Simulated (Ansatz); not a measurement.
# CH₅B₂NO: basis-set convergence

One table from this session's results is given with a row withheld; the runs are named, their logs left out.

Computed with Ansatz 0.2.0, Gaussian basis. Level: one geometry, several basis sets.

Levels to be run: PBE0-D4/def2-SVP; ωB97M-V/def2-SVP; PBE0-D4/def2-QZVPP; ωB97M-V/def2-QZVPP; the functionals' def2-TZVPP values are taken from earlier runs.

## The geometry

All runs share one geometry, relaxed beforehand with PBE0-D4 in a triple-zeta def2 set.

SMILES `BBC(=N)O`, 10 atoms, charge 0, spin multiplicity 1.

Atoms are counted from 1 here; the program's logs count them from 0.

Bond lengths: B1–B2 1.638 Å, B1–H6 1.200 Å, B1–H7 1.198 Å, B2–C3 1.573 Å, B2–H8 1.199 Å, C3–N4 1.263 Å, C3–O5 1.353 Å, N4–H9 1.022 Å, O5–H10 0.967 Å. Angles: B2–B1–H6 121.0°, B2–B1–H7 122.4°, H6–B1–H7 116.6°, B1–B2–C3 123.6°, B1–B2–H8 119.9°, C3–B2–H8 116.5°, B2–C3–N4 116.4°, B2–C3–O5 115.6°, N4–C3–O5 127.9°, C3–N4–H9 114.5°, C3–O5–H10 109.5°.

As a file:

```mol
CH5B2NO
  3D, bonds by distance, orders not assigned

 10  9  0  0  0  0  0  0  0  0999 V2000
   -1.4109   -0.0225    1.3438 B   0  0
   -0.8920    0.0421   -0.2082 B   0  0
    0.6257    0.0103   -0.6194 C   0  0
    1.0226   -1.0252   -1.2247 N   0  0
    1.3658    1.0646   -0.2039 O   0  0
   -1.6545    0.9798    1.9564 H   0  0
   -1.5997   -1.0588    1.9146 H   0  0
   -1.6880    0.0844   -1.1040 H   0  0
    2.0352   -1.0810   -1.3491 H   0  0
    2.2787    0.9549   -0.5024 H   0  0
  1  2  8  0
  2  3  8  0
  3  4  8  0
  3  5  8  0
  1  6  8  0
  1  7  8  0
  2  8  8  0
  4  9  8  0
  5 10  8  0
M  END
```

The first run:

in.yaml

```yaml
crystal:
  periodic: [false, false, false]
  atoms:
    - {symbol: B, position_ang: [-1.410901, -0.022452, 1.343774]}
    - {symbol: B, position_ang: [-0.891983, 0.042149, -0.208194]}
    - {symbol: C, position_ang: [0.625683, 0.010336, -0.619416]}
    - {symbol: N, position_ang: [1.022557, -1.025181, -1.224717]}
    - {symbol: O, position_ang: [1.365785, 1.064587, -0.203888]}
    - {symbol: H, position_ang: [-1.654549, 0.979793, 1.956406]}
    - {symbol: H, position_ang: [-1.599730, -1.058837, 1.914609]}
    - {symbol: H, position_ang: [-1.688017, 0.084448, -1.104021]}
    - {symbol: H, position_ang: [2.035223, -1.080972, -1.349149]}
    - {symbol: H, position_ang: [2.278733, 0.954928, -0.502402]}
basis:
  gaussian: {orbitals: def2-SVP}
hamiltonian: {xc: pbe0, dispersion: d4}
output: {orbitals: {seedname: orbitals}}
```

Command:

```bash
ansatz run in.yaml --threads 2 --pin off --events-out ev --progress --plain --max-ram 4352MiB
```

Among the steps run: PBE0-D4 in def2-SVP; ωB97M-V in def2-SVP; PBE0-D4 in def2-QZVPP; ωB97M-V in def2-QZVPP.

One of the session's tables, all rows but one given; the rest of the session is left out.

It belongs to the step «Functionals by basis». 

```
functional       basis  HOMO (eV)  LUMO (eV)
   PBE0-D4    def2-SVP      -7.76      -1.66
   PBE0-D4  def2-TZVPP          ?          ?
   PBE0-D4  def2-QZVPP      -8.02      -1.84
   ωB97M-V    def2-SVP     -10.07       0.41
   ωB97M-V  def2-TZVPP     -10.30       0.13
   ωB97M-V  def2-QZVPP     -10.34       0.06
```

**Question.** Estimate the row for PBE0-D4, def2-TZVPP.

**Answer.** HOMO (eV): -7.98; LUMO (eV): -1.81. In the column «HOMO (eV)» it lies between PBE0-D4, def2-QZVPP (-8.02) and PBE0-D4, def2-SVP (-7.76).
